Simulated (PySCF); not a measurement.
# C₃H₇AsBN: electronic excitations

What electronic excitations should C₃H₇AsBN (`C#CCB(N)[AsH2]`) show?

Programs: PySCF 2.14.0, with density-fitted response routines of our own. Each step states its level of theory. These are calculated values for one molecule in the gas phase, unless marked as measured. Atoms are numbered from 0 throughout.

### 1 The molecule as given

13 atoms, charge 0, multiplicity 1; geometry from: GFN2-xTB.

Bonds of the start (Å): C0–C1 1.20, C1–C2 1.44, C2–B3 1.60, B3–N4 1.38, B3–As5 2.03, C0–H6 1.05, C2–H7 1.10, C2–H8 1.10, N4–H9 1.01, N4–H10 1.01, As5–H11 1.51, As5–H12 1.50.

### 2 TDDFT and polarisability: B3LYP/def2-SVPD

The job: settings as JSON, then the geometry in Å.

```
{"job": {"kind": "uv", "xc": "B3LYP", "basis": "def2-SVPD", "nstates": 8, "ntriplets": 3}, "charge": 0, "multiplicity": 1}
C      2.880198     0.065388     0.143663
C      1.811974    -0.455829    -0.005702
C      0.482813    -0.995119    -0.177464
B     -0.673987     0.111320    -0.196937
N     -0.330169     1.434635    -0.019522
As    -2.594100    -0.450399    -0.565290
H      3.837354     0.475121     0.270784
H      0.293068    -1.714221     0.628286
H      0.456381    -1.569205    -1.112068
H      0.623325     1.733031     0.127082
H     -0.986967     2.199546    -0.028106
H     -3.182660     0.598697     0.343060
H     -2.621619    -1.432479     0.574486
```

Level: TDDFT B3LYP/def2-SVPD, vertical, gas phase, core orbitals frozen in the response.

On the command line:

```
> OMP_NUM_THREADS=1 python probes_run.py task.json out
```

This one command runs all jobs of the session in turn.

The log of the run:

```text
coarse grid: 50480 points
cycle   1  E = -2433.5702888628  dE = -1.393e-01  |g| = 5.179e-01  |ddm| = 1.108e+01
cycle   2  E = -2433.5502727382  dE =  2.002e-02  |g| = 5.906e-01  |ddm| = 2.605e+00
cycle   3  E = -2433.6309119094  dE = -8.064e-02  |g| = 1.106e-01  |ddm| = 9.983e-01
cycle   4  E = -2433.6337051634  dE = -2.793e-03  |g| = 2.996e-02  |ddm| = 1.748e-01
cycle   5  E = -2433.6338619780  dE = -1.568e-04  |g| = 1.686e-02  |ddm| = 6.393e-02
cycle   6  E = -2433.6339262750  dE = -6.430e-05  |g| = 6.170e-03  |ddm| = 2.922e-02
cycle   7  E = -2433.6339363139  dE = -1.004e-05  |g| = 7.187e-04  |ddm| = 1.031e-02
cycle   8  E = -2433.6339364465  dE = -1.325e-07  |g| = 2.853e-04  |ddm| = 1.827e-03
final grid: 106504 points
cycle   9  E = -2433.6338824097  dE = -4.167e-08  |g| = 3.764e-04  |ddm| = 9.762e-03
cycle  10  E = -2433.6338823565  dE =  5.317e-08  |g| = 5.693e-04  |ddm| = 1.661e-03
cycle  11  E = -2433.6338824456  dE = -8.904e-08  |g| = 1.261e-04  |ddm| = 9.023e-04
cycle  12  E = -2433.6338824495  dE = -3.958e-09  |g| = 8.462e-06  |ddm| = 1.712e-04
cycle  13  E = -2433.6338824496  dE = -2.456e-11  |g| = 4.221e-06  |ddm| = 2.296e-05
converged SCF energy = -2433.6338824496

Static polarisability (au): isotropic 90.000, principal 67.615 80.949 121.436

Singlet excitations
state   eV       nm        f      main configurations
  1   5.6752    218.5   0.02318   H->L 0.95
  2   6.1083    203.0   0.05268   H->L+1 0.86
  3   6.3018    196.7   0.02083   H->L+2 0.95
  4   6.3252    196.0   0.00399   H-1->L 0.88
  5   6.4951    190.9   0.00501   H-2->L 0.93
  6   6.6506    186.4   0.00492   H-1->L+1 0.40, H-1->L+4 0.26, H->L+4 0.11
  7   6.6877    185.4   0.00482   H-1->L+1 0.26, H->L+3 0.22, H-2->L+3 0.11
  8   6.7991    182.4   0.07959   H-1->L+1 0.23, H->L+3 0.21, H-1->L+4 0.14

Triplet excitations (Tamm-Dancoff, eV): 5.0940 5.5398 5.5545
```

Wall time 1.9 min (1 thread of Intel Xeon at 2.50GHz, shared host); peak memory 0.74 GiB.

The orbitals next to the gap, with their largest atomic shares:

| orbital | eV | atoms |
| --- | --- | --- |
| HOMO−3 | -8.45 | N4 43 %, B3 18 %, As5 14 % |
| HOMO−2 | -7.60 | C0 40 %, C1 38 %, C2 8 % |
| HOMO−1 | -7.46 | C0 35 %, C1 31 %, C2 8 % |
| HOMO | -6.91 | As5 56 %, B3 14 %, H12 6 % |
| LUMO | -0.35 | B3 34 %, As5 20 %, H12 9 % |
| LUMO+1 | 0.10 | B3 39 %, N4 14 %, As5 14 % |
| LUMO+2 | 0.37 | As5 52 %, H11 16 %, H12 9 % |

With each of the 8 states as a Gaussian band of 0.4 eV half-width at 1/e, the curve within the window shown has maxima at 186 nm (ε 4,200) L/(mol cm). Beyond the last state computed it falls off for lack of states. The curve at chosen wavelengths:

| nm | ε (L/mol/cm) |
| --- | --- |
| 175 | 2006 |
| 178 | 2972 |
| 181 | 3743 |
| 183 | 4053 |
| 186 | 4203 |
| 189 | 4109 |
| 192 | 3955 |
| 194 | 3875 |
| 197 | 3793 |
| 200 | 3702 |
| 203 | 3535 |
| 205 | 3366 |
| 208 | 3038 |
| 211 | 2657 |
| 214 | 2268 |
| 216 | 2018 |
| 219 | 1668 |
| 222 | 1353 |
| 225 | 1071 |
| 227 | 903 |
| 230 | 680 |
| 233 | 495 |
| 236 | 347 |
| 238 | 268 |
| 241 | 177 |
| 244 | 113 |

Further results of this job:

```
           property  computed
  dipole moment (D)      1.55
polarisability (Å³)     13.34
 HOMO–LUMO gap (eV)      6.57
      −ε(HOMO) (eV)      6.91
```

### 3 What came out

| quantity | value |
| --- | --- |
| lowest singlet (B3LYP/def2-SVPD) | 5.68 eV (218 nm), f = 0.023 |
| brightest single state of those computed | state 8, 6.80 eV, f = 0.080 |
| lowest triplet | 5.09 eV |

The first singlet state (HOMO→LUMO 0.95) lies at 5.68 eV and is weak; of the 8 states computed, the strongest absorption comes from state 8 at 6.80 eV (the last computed, so partners may be missing). The lowest triplet lies 0.58 eV below the lowest singlet (triplets in Tamm-Dancoff, singlets in full TDDFT).
